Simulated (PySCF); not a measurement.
# A diatomic session: NaIn

One job finds the state of NaIn, follows it along the bond with each method and fits the curves.

Program: PySCF 2.14.0. Level of theory: Na aug-cc-pVDZ, In aug-cc-pVDZ-PP with ECP28, scalar-relativistic core potentials. These are calculated values, not measurements.

### 1 The job

Settings of the job:

| Property | Result |
| --- | --- |
| atoms | Na, In |
| charge | 0 |
| basis | Na aug-cc-pVDZ, In aug-cc-pVDZ-PP with ECP28 |
| Hamiltonian | scalar-relativistic core potentials |
| basis functions | 59 |
| electrons treated | 32 |
| masses in u | 22.9898, 114.9039 |
| levels | PBE0, PBE, r²SCAN, BP86, revPBE, r²SCAN0, ωB97X, HF, MP2, SCS-MP2, CCSD, CCSD(T) |
| grid | 80 radial by 434 angular points |
| occupations | held fixed by the projection of orbital angular momentum |
| dissociation limit | Na + In, each in its ground configuration |
| starting distance in angstrom | 2.965 |
| values of 2S to try | 0, 2 |

Started as:

```bash
$ OMP_NUM_THREADS=1 python dia.py task.json out
```

After this run come: First curve: PBE0; Other states along the same grid; PBE (GGA); r²SCAN (meta-GGA); BP86; revPBE (GGA); r²SCAN0 (hybrid meta-GGA); ωB97X (range-separated hybrid); RHF (mean field); Correlated methods on the Hartree–Fock reference.

**Question.** What will these runs give? Wanted: for each run, Re; ωe; De; μ.

As calculated:

Lowest PBE0 solution found, without spin–orbit coupling: ¹Σ⁺ (singlet), closed shell. State 2 has its PBE0 minimum 0.22 eV higher. State 3 has its PBE0 minimum 0.39 eV higher, as a spin-mixed determinant (⟨S²⟩ = 1.01), so this is no gap between pure states. The other levels ran on the lowest alone.

```csv
level,Re (Å),ωe (cm⁻¹),De (eV),μ (D)
RHF,3.331,144.1,-0.082,-3.08
RHF-MP2,3.293,147.4,0.54,n/a
RHF-SCS-MP2,3.308,144.9,0.58,n/a
RHF-CCSD,3.313,140.9,0.70,n/a
RHF-CCSD(T),3.316,138.9,0.74,n/a
PBE,3.264,140.6,0.86,-1.19
revPBE,3.313,135.6,0.78,-1.21
BP86,3.260,140.1,0.83,-1.33
r²SCAN,3.259,144.1,0.67,-1.88
PBE0,3.251,146.1,0.74,-1.87
r²SCAN0,3.240,148.9,0.62,-2.29
ωB97X,3.212,154.8,0.89,-3.03
```

De is counted to Na + In in their ground configurations. A positive dipole means Na(−)In(+).

In words: The methods spread over 0.119 Å in bond length, from ωB97X to RHF. CCSD(T) can't serve as the judge here: for a weak bond in this basis it is far from its limit. Among the levels with a De in the table, it runs from -0.082 eV (RHF) to 0.89 eV (ωB97X).

Correlated steps freeze 5 core orbitals. Spin–orbit coupling is left out, which matters for elements this heavy, above all for dissociation energies. A negative De means that the minimum lies above the separated atoms at that level.
